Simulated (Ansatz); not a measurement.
CH4B2O2, SMILES BOB1CO1, a ladder of methods at one geometry

Computed with Ansatz 0.2.0, Python API.

`ch4b2o2_methods.py`
```python
'''One geometry of CH4B2O2, method by method.'''

from pathlib import Path

import ansatz
import numpy as np

BASIS = 'def2-SVP'

GEOMETRY = '''
B     1.57560   -0.30110   -0.92650
O     1.44970    0.01160    0.49620
B     0.03180    0.39820    0.74060
C    -1.37150   -0.02220    0.70950
O    -1.11470    1.27380    0.48240
H     1.82730    0.62140   -1.69110
H     1.37690   -1.34990   -1.34110
H    -1.90130   -0.16550    1.68820
H    -1.78530   -0.51260   -0.17530
'''

geometry = ansatz.Crystal.molecule()
for line in GEOMETRY.strip().splitlines():
    symbol, *xyz = line.split()
    geometry = geometry.atom(symbol, [float(v) for v in xyz])

base = geometry.calculation().basis(gaussian=BASIS)

print('functional    E (Ha)        dipole (D)   HOMO (eV)  LUMO (eV)')
for name in ['cam_b3lyp', 'revpbe', 'pbe0', 'blyp', 'hse06', 'r2scan']:
    rep = base.functional(name).forces().orbitals().run(runs_dir='runs').report
    lines = Path(rep['orbitals_path']).read_text().splitlines()
    field_of = lambda key: [line.split('=')[1].strip() for line in lines if line.startswith(key)]
    orbitals = [(27.211386 * float(e), s, float(n)) for e, s, n in zip(field_of('Ene='), field_of('Spin='), field_of('Occup='))]
    homo = max(e for e, _, n in orbitals if n > 0.5)
    lumo = min(e for e, _, n in orbitals if n < 0.5)
    dipole = 4.803205 * np.linalg.norm(rep['charge_distribution']['dipole_moment_e_ang'])
    print(f'{name:10s} {rep["free_energy_ev"] / 27.211386246:14.6f} {dipole:9.3f} {homo:11.3f} {lumo:10.3f}')
```

```console
$ python ch4b2o2_methods.py
functional    E (Ha)        dipole (D)   HOMO (eV)  LUMO (eV)
cam_b3lyp     -240.351178     1.223      -8.893     -0.801
revpbe        -240.386415     0.996      -5.956     -2.924
pbe0          -240.177578     1.185      -7.492     -2.008
blyp          -240.388707     1.009      -5.874     -2.859
hse06         -240.165177     1.183      -7.087     -2.400
r2scan        -240.319965     1.153      -6.301     -2.653
```

Total energies depend on the basis set; only differences at equal settings carry meaning. The geometry is a force-field or estimated start, not a minimum of this method, and the basis set is short of its limit. A lower total doesn't mark the better method: functionals have no common bound, and MP2 and coupled cluster aren't variational. Levels such as HOMO and LUMO are orbital energies: with these approximate functionals they aren't the ionisation energy and electron affinity, and their gap isn't the fundamental gap. hse06 follows the composition of plane-wave codes, whose totals differ by tens of mHa, up to about 0.1 Ha, from the form usual in Gaussian-basis programs (wpbeh). Timing: 17 s on 1 thread of Arm Neoverse V2 (shared host), peak memory 0.24 GiB.
